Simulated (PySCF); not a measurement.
# C2H9GeNSi: the cost of one run

The runs use PySCF 2.14.0, with density-fitted response routines of our own; the level of theory stands in each step. All values are computed, except where a source is named. Atoms count from 0, in the outputs and in this text.

### 1 Starting geometry

14 atoms, charge 0, multiplicity 1; geometry from: GFN2-xTB.

Bonds of the start (Å): C0–C1 1.32, C1–Si2 1.89, Si2–N3 1.74, N3–Ge4 1.81, C0–H5 1.08, C0–H6 1.08, C1–H7 1.08, Si2–H8 1.47, Si2–H9 1.47, N3–H10 1.01, Ge4–H11 1.50, Ge4–H12 1.51, Ge4–H13 1.49.

### 2 Excited states and response: PBE0/def2-SVPD

The job: settings as JSON, then the geometry in Å.

```
{"job": {"kind": "uv", "xc": "PBE0", "basis": "def2-SVPD", "nstates": 8, "ntriplets": 3}, "charge": 0, "multiplicity": 1}
C     -1.751432    -0.667439     0.788880
C     -1.708360     0.653421     0.721191
Si    -0.431302     1.639412    -0.260258
N      0.740077     0.637144    -1.059543
Ge     2.084086    -0.285628    -0.270760
H     -2.493420    -1.207026     1.358651
H     -1.028566    -1.278267     0.266349
H     -2.457569     1.220527     1.261662
H     -1.097418     2.382511    -1.337112
H      0.318710     2.507415     0.651775
H      0.428989     0.254852    -1.938911
H      2.910705    -0.870771    -1.375251
H      1.606518    -1.391403     0.631699
H      2.878305     0.684802     0.539462
```

Method: TDDFT PBE0/def2-SVPD, vertical, gas phase, core orbitals frozen in the response.

On the command line:

```bash
$ OMP_NUM_THREADS=1 python probes_run.py task.json out
```

One launch serves the whole session: the jobs run in the order shown.

Q: Estimate the wall time and peak memory of this job on 1 thread of AMD EPYC 9R45, shared host.

About 19 s, with a peak of 0.84 GiB.
